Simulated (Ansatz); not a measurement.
# Al, space group P6_3/mmc: a single point

Run with Ansatz's Python interface.

The script, `al.py`:
```python
"""SCF run for Al."""

import ansatz as az
import numpy as np
from pymatgen.analysis.ewald import EwaldSummation
from pymatgen.core import Structure
from pymatgen.symmetry.analyzer import SpacegroupAnalyzer

KMESH = (10, 10, 5)
FUNCTIONAL = "PBEsol"
SMEARING = "cold"
SIGMA = 0.15


def main() -> None:
    xtal = (
        az.Lattice.from_parameters(2.812455, 2.812455, 4.86685, alpha=90.0, beta=90.0, gamma=120.0)
        .atom("Al", (2 / 3, 1 / 3, 0.75))
        .atom("Al", (1 / 3, 2 / 3, 0.25))
    )

    # the calculation
    job = (
        xtal.calculation()
        .kpoints(*KMESH)  # the mesh must be finer for metals
        .functional(FUNCTIONAL)
        .occupations(SMEARING, width=SIGMA)  # the run then minimises F = E - TS
        .basis(19 * az.Ha)
        .density_of_states(energy_step=0.2, nscf_kmesh_spacing=0.2)  # states per eV and cell
        .band_table()
    )
    done = job.run(threads=1, pin="off")
    report = done.report

    energy = report["free_energy_ev"]
    print("Al: {:.6f} eV = {:.6f} Ry = {:.6f} Ha".format(energy, energy / 13.605693, energy / 27.211386))
    print("Fermi level {:.4f} eV, {} k-points, {} symmetry operations".format(report["fermi_energy_ev"], report["n_kpoints"], report["n_symmetry_ops"]))

    final = Structure(done.lattice.cell_ang, [s.symbol for s in done.lattice.sites], [s.position_frac for s in done.lattice.sites])
    analyser = SpacegroupAnalyzer(final, symprec=0.01)
    standard = analyser.get_conventional_standard_structure()
    print(analyser.get_crystal_system(), analyser.get_space_group_symbol(), len(standard), "atoms in the conventional cell")
    print("a b c (A):", [round(x, 4) for x in standard.lattice.abc], " angles:", [round(x, 2) for x in standard.lattice.angles])
    print(f"mass density {float(final.density):.3f} g/cm^3")

    dos = done.density_of_states()
    energy = np.asarray(dos.energies_ev) - dos.fermi_ev
    top = min(levels[-1] for levels in report["eigenvalues_ev"]) - dos.fermi_ev  # the computed bands end here
    total = np.asarray(dos.spin_summed_g_bin_mean_per_ev)
    print("E - E_F (eV)   states/eV")
    for e in np.arange(-6, min(4, top), 1.0):
        print(f"{e:8.1f} {np.interp(e, energy, total):12.3f}")

    # check the ion-ion term with an independent Ewald sum
    ions = final.copy()
    ions.add_oxidation_state_by_site([report["n_electrons"] / len(ions)] * len(ions))
    print(f"Ewald sum by pymatgen {EwaldSummation(ions).total_energy:.4f} eV, by the run {report['components']['e_ewald']:.4f} eV")


if __name__ == "__main__":
    main()
```

Output of `python al.py`:
```text
Al: -1049.036531 eV = -77.102764 Ry = -38.551382 Ha
Fermi level 7.8250 eV, 42 k-points, 24 symmetry operations
hexagonal P6_3/mmc 2 atoms in the conventional cell
a b c (A): [2.8125, 2.8125, 4.8669]  angles: [90.0, 90.0, 120.0]
mass density 2.688 g/cm^3
E - E_F (eV)   states/eV
    -6.0        0.551
    -5.0        0.629
    -4.0        0.783
    -3.0        0.537
    -2.0        0.617
    -1.0        0.891
     0.0        0.922
     1.0        0.812
     2.0        0.855
Ewald sum by pymatgen -146.4544 eV, by the run -146.4544 eV
```

Absolute energies stand on the zero of these potentials, so only differences at equal settings mean something. A total without «per atom» is that of the cell as typed. The mesh is modest for a metal, so energies can be off by several to tens of meV an atom and pressures by half a GPa or more; differences at equal mesh fare better. Only differences from the Fermi energy are physical; the zero of the scale is a convention. This isn't the structure that Al takes at ambient conditions. The computed bands are complete only to about 2.7 eV above the Fermi level; beyond that the density of states is undercounted. Timing: 2 s on 1 thread of Arm Neoverse V2, on a shared host, peak memory 0.37 GiB.

(Lines on the test bed's own set-up are left out of the output.)
